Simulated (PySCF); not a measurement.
# C5H6FGaS: electronic excitations

Wanted: the electronic excitations of C5H6FGaS (`Cc1s[c]([GaH2])cc1F`), by calculation.

Computed with PySCF 2.14.0, with density-fitted response routines of our own, on a single molecule in the gas phase. Atoms count from 0, in the outputs and in this text.

## Step 1: The molecule as given

14 atoms, charge 0, multiplicity 1; geometry from: GFN2-xTB.

Bonds of the start (Å): C0–C1 1.49, C1–S2 1.73, S2–C3 1.75, C3–Ga4 1.99, C3–C5 1.37, C5–C6 1.41, C6–F7 1.35, C6–C1 1.36, C0–H8 1.09, C0–H9 1.09, C0–H10 1.09, Ga4–H11 1.57, Ga4–H12 1.57, C5–H13 1.08.

## Step 2: TDDFT and polarisability: wB97X-D/def2-SVPD

What the job is given:

```
{"job": {"kind": "uv", "xc": "wB97X-D", "basis": "def2-SVPD", "nstates": 8, "ntriplets": 3}, "charge": 0, "multiplicity": 1}
C     -2.579582     0.364096    -0.506574
C     -1.160252     0.086497    -0.165448
S      0.144366     1.056382    -0.754565
C      1.344431     0.096690     0.073526
Ga     3.234432     0.640191    -0.200057
C      0.740753    -0.917026     0.766125
C     -0.661828    -0.908386     0.624116
F     -1.451964    -1.822032     1.221354
H     -3.204401    -0.459667    -0.168553
H     -2.917910     1.281390    -0.024467
H     -2.697686     0.485909    -1.581806
H      3.508948     1.878739    -1.119953
H      4.426847    -0.138801     0.455877
H      1.273167    -1.644456     1.358259
```

Method: TDDFT wB97X-D/def2-SVPD, vertical, gas phase, core orbitals frozen in the response.

Launch:

```
> OMP_NUM_THREADS=1 python probes_run.py task.json out
```

This one command runs all jobs of the session in turn.

What will the session give for the following? lowest singlet (wB97X-D/def2-SVPD); lowest triplet. Wanted: lowest singlet; lowest triplet.

**Answer**, as computed:

| quantity | value |
| --- | --- |
| lowest singlet (wB97X-D/def2-SVPD) | 4.61 eV (269 nm), f = 0.250 |
| lowest triplet | 3.42 eV |

What this shows: The lowest singlet, at 4.61 eV, is HOMO→LUMO 0.94 and is bright. The lowest triplet lies 1.20 eV below the lowest singlet (triplets in Tamm-Dancoff, singlets in full TDDFT).
